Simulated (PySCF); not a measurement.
# CaF: spin, charge, geometry and surroundings

Aim: change spin, charge, geometry, field or solvent of CaF, one at a time, and compare with the base run.

Method: each script names its method and basis; program: PySCF 2.14.0.

6 further runs of the same task are left out: 6 that didn't finish.

## Step 1: Starting geometry

CaF: 2 atoms, charge 0, spin multiplicity 2.

Bond lengths: Ca1–F2 2.051 Å.

## Step 2: The run that the others are compared with

Input file input.py:

```python
from pyscf import gto, dft

mol = gto.M(
    atom='Ca 0 0 0; F 0 0 2.051',
    basis='3-21g',
    charge=0,
    spin=1,
    verbose=3,
)
mf = dft.UKS(mol, xc='pw6b95')
mf.kernel()
mf.analyze()
print('orbital energies (hartree):', [e[max(0, n-3):n+3].round(4) for e, n in zip(mf.mo_energy, mol.nelec)])
```

Started as:

```sh
python input.py
```

Its log is not repeated here.

It gives: E(SCF) = -774.074002 Eh, ⟨S²⟩ = 0.751, μ = 3.02 D.

The bond length is a typed value, not an optimised one.

## Step 3: Charge +2

Run 1 changes charge: 0 → 2.

Input file input.py:

```python
from pyscf import gto, dft

mol = gto.M(
    atom='Ca 0 0 0; F 0 0 2.051',
    basis='3-21g',
    charge=2,
    spin=1,
    verbose=3,
)
mf = dft.UKS(mol, xc='pw6b95')
mf.kernel()
mf.analyze()
print('orbital energies (hartree):', [e[max(0, n-3):n+3].round(4) for e, n in zip(mf.mo_energy, mol.nelec)])
```

Started as:

```sh
python input.py
```

## Step 4: Bond 2.195 Å

Run 2 changes bond length: 2.051 Å → 2.195 Å.

input.py: that of step 2 with these lines changed.

```diff
@@ -3,3 +3,3 @@
 mol = gto.M(
-    atom='Ca 0 0 0; F 0 0 2.051',
+    atom='Ca 0 0 0; F 0 0 2.195',
     basis='3-21g',
```

## Step 5: Electric field 0.01 a.u.

Run 3 changes electric field: none → 0.01 a.u.

input.py: that of step 2 with these lines changed.

```diff
@@ -10,2 +10,7 @@
 mf = dft.UKS(mol, xc='pw6b95')
+field = 0.01  # electric field along z, atomic units
+h = mf.get_hcore() + field*mol.intor('int1e_r')[2]
+mf.get_hcore = lambda *args: h
+e_nuc = mol.energy_nuc() - field*mol.atom_charges() @ mol.atom_coords()[:, 2]
+mf.energy_nuc = lambda *args: e_nuc
 mf.kernel()
```

**Question.** What will these runs give? Wanted: for each run, E(SCF); from base; gap, α spin; SCF dipole.

As calculated:

```tsv
run	E(SCF) (hartree)	from base (eV)	gap, α spin (eV)	SCF dipole (D)
base	-774.074002	0	3.71	3.02
charge +2	-773.291362	+21.2967	12.81	n/a
bond 2.195 Å	-774.071897	+0.0573	3.72	3.37
electric field 0.01 a.u.	-774.065065	+0.2432	4.11	1.53
```

What this shows: The largest comparable shift of the SCF energy, +0.243 eV, comes with the run “electric field 0.01 a.u.”.
